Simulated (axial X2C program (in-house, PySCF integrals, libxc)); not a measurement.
# A two-component session on InH⁻: properties at the nuclei

Aim: properties at the nuclei of InH⁻, with spin–orbit coupling in the Hamiltonian from the start.

The runs use an in-house X2C program for linear molecules on PySCF integrals; two-component X2C with atomic mean-field terms, In dyall-acv3z, H dyall-av3z.

All values are calculated.

**1. The job**

Input file task.json:

```json
{"zs": [49, 1], "q": -1, "bas": ["dyall-acv3z", "dyall-av3z"], "r0": 1.74, "levels": ["PBE0", "HF", "BP86", "BHandHLYP", "TPSSh"], "nst": 3}
```

Keys: zs atomic numbers; q charge; bas basis sets; r0 starting distance in Å; levels methods (HF also brings MP2); nst determinants followed.

On the command line:

```console
python soeom.py task.json out
```

The runs that follow: Expectation values, lowest determinant; Expectation values, a higher determinant; Expectation values, a higher determinant.

Before running it: what results should come out? Wanted: lowest determinant; Eeff magnitude; Ws magnitude In; A∥/gI In; qzz In; higher determinant (for each run or level that gives them).

**Answer**, as computed:

| quantity | value |
| --- | --- |
| lowest determinant | Ω = 1/2 (excess of +ω over −ω: ω = 1/2) |
| Eeff magnitude (GV/cm), PBE0 | 0.263 |
| Ws magnitude In (kHz), PBE0 | 0.293 |
| A∥/gI In (MHz), PBE0 | 1170 |
| qzz In (a.u.), PBE0 | -4.04 |
| higher determinant | Ω = 3/2 (excess of +ω over −ω: ω = 3/2) |
| Eeff magnitude (GV/cm), PBE0, higher determinant | 0.927 |
| Ws magnitude In (kHz), PBE0, higher determinant | 0.345 |
| A∥/gI In (MHz), PBE0, higher determinant | 15.9 |
| qzz In (a.u.), PBE0, higher determinant | -4.44 |
| higher determinant | Ω = 1/2 (excess of +ω over −ω: 2 × ω = -1/2, ω = 3/2) |
| Eeff magnitude (GV/cm), PBE0, higher determinant | 13.5 |
| Ws magnitude In (kHz), PBE0, higher determinant | 15.5 |
| A∥/gI In (MHz), PBE0, higher determinant | -3750 |
| qzz In (a.u.), PBE0, higher determinant | 0.86 |

What this shows: In the first state, the effective field runs from 0.00371 to 1.15 GV/cm over the mean-field levels, so the levels don't agree on it. The expectation values come from single determinants, which for open shells can mix terms of unlike spin or miss the lowest Ω, so a determinant need not be a state. Eeff is the effective electric field on the electron dipole moment in this Ω state and Ws the scalar–pseudoscalar constant (defined with the proton number Z and per Ω); A∥ is the parallel hyperfine constant, which follows by multiplying with the nuclear g factor gI = μI/(I μN); qzz is the electric field gradient, eQq0 = 234.96 MHz × Q/barn × qzz. The operators were transformed with the bare-nucleus X2C matrices. A second determinant lies within 0.1 eV of the first, so their order is not settled at this level.
